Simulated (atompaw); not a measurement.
**A PAW (atompaw) potential for lead, from input to tests**

Aim: build the potential from the settings below, then test how well it stands in for the atom: scattering, ghost states and the plane-wave cutoff that it needs.

Program: atompaw 4.2.0.5. Reference atom: PBE, scalar-relativistic, spherical and spin-unpolarised. All values are calculated.

### 1 Settings

Typed settings, in words:

```
element                 : lead (Pb, Z = 82)
type                    : PAW
frozen core             : [Xe] 4f14
valence charge          : 14
reference configuration : 5d10 6s1 6p3
partial waves           : 6s (bound): rc 2.05 bohr; 6s channel at 1.35 Ry: rc 2.05 bohr; 6p (bound): rc 2.05 bohr; 6p channel at 1.5 Ry: rc 2.05 bohr; 5d (bound): rc 2.05 bohr; 5d channel at 0.5 Ry: rc 2.05 bohr
local potential         : bessel scheme, radius 1.55 bohr
core correction         : smooth core density matched at 1.80 bohr
augmentation charge     : besselshape compensation charge, radius 1.90 bohr; PAW radius 2.05 bohr; waves and projectors: custom polynom2 7 10 vanderbiltortho
```

### 2 Generating the potential

Pb.input reads:

```
Pb 82
GGA-PBE scalarrelativistic loggrid 2001 logderivrange -4 5 226
6 6 5 4 0 0
6 0 1
6 1 3
0 0 0
c
c
c
c
c
v
c
c
c
c
v
c
c
v
c
2
2.05 1.90 1.55 1.80
y
1.35
n
y
1.5
n
y
0.5
n
custom polynom2 7 10 vanderbiltortho besselshape
bessel
2.05
2.05
2.05
2.05
2.05
2.05
PWSCFOUT
UPFDX 0.0125d0 UPFXMIN -7.d0 UPFZMESH 82.d0
END
```

Started as:

```
$ atompaw < Pb.input > Pb.log
```

What does the calculation give? Wanted: cutoffs for 10 and 1 mRy, occupied levels; bound ghosts; largest phase difference near zero energy, channels read; lowest eigenvalue of the overlap; share of valence orbitals outside the PAW sphere; UPF file.

As calculated:

| quantity | value |
| --- | --- |
| cutoffs for 10 and 1 mRy, occupied levels | 25 Ry and 70 Ry |
| bound ghosts | s at -198.59 eV, p at -85.10 eV |
| largest phase difference near zero energy, channels read | 0.000 rad |
| lowest eigenvalue of the overlap (Bessel basis) | 0.048 (s) |
| share of valence orbitals outside the PAW sphere | 6s 57 %, 6p 85 %, 5d 8 % |
| UPF file | written |

It has a bound ghost (s, p), a state that the atom doesn't have, and that rules the file out. Close by lies the frozen 5p level (-87.7 eV). The potential is soft on the atom at that tolerance: the looser tolerance needs 25 Ry. The tighter tolerance needs 70 Ry, and converged work needs a cutoff nearer that. The slowest occupied level is 5d: taken alone it needs 25 Ry to come within 1 mRy, against 18 Ry for 6p. Near zero energy the phases of the channels with partial waves agree within 0.001 rad.
